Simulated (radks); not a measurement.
# Cu⁴⁺ in [Ne] 3s1 3p6 3d8: an all-electron calculation

Aim: the levels, the sizes of the orbitals and the parts of the energy of the copper ion Cu4+.

Program: radks (a radial shooting solver on a logarithmic mesh, Libxc functionals) version 1. Level of theory: non-relativistic Kohn-Sham, LDA (Slater exchange, Perdew-Wang correlation), spin-polarised, spherical densities, point nucleus; open shells are filled with parallel spins first. These are calculated values, not measurements, unless marked.

## (1) What is computed

```
element       : copper (Z = 29)
charge        : +4
electrons     : 25
configuration : [Ne] 3s1 3p6 3d8
```

Outer shells as boxes (Hund's rule):

Cu⁴⁺
```
[Ne] core
3s [↑ ]
3p [↑↓][↑↓][↑↓]
3d [↑↓][↑↓][↑↓][↑ ][↑ ]
```

## (2) Self-consistent calculation

Settings of this run:

```text
Z 29
configuration [Ne] 3s1 3p6 3d8
relativity non-relativistic
functional lda,pw
spin polarised
nucleus point
```

On the command line:

```console
> python run_ks.py task.json out
```

The same process makes all the runs of this session.

Q: Predict the outcome of this run.

**Answer**, as computed:

| quantity | value |
| --- | --- |
| total energy | -1629.13319 hartree |
| exchange-correlation share of it | 3.81 % |
| −T/E | 0.9990 |
| highest occupied level | 3d down, -70.468 eV |
| most extended occupied level | 3d down, <r> = 0.808 bohr |
| radius at density 0.001 e/bohr³ | 2.44 bohr |
| maxima of the radial density | 3 |

What this shows: The radial density shows 3 maxima for 3 occupied principal shells. The ratio −T/E is 0.9990; for a non-relativistic Coulomb system it is 1 up to the kinetic part of correlation. This is not the tabulated ground configuration, so its levels and sizes aren't those of the ground state, and no measured value stands beside it.
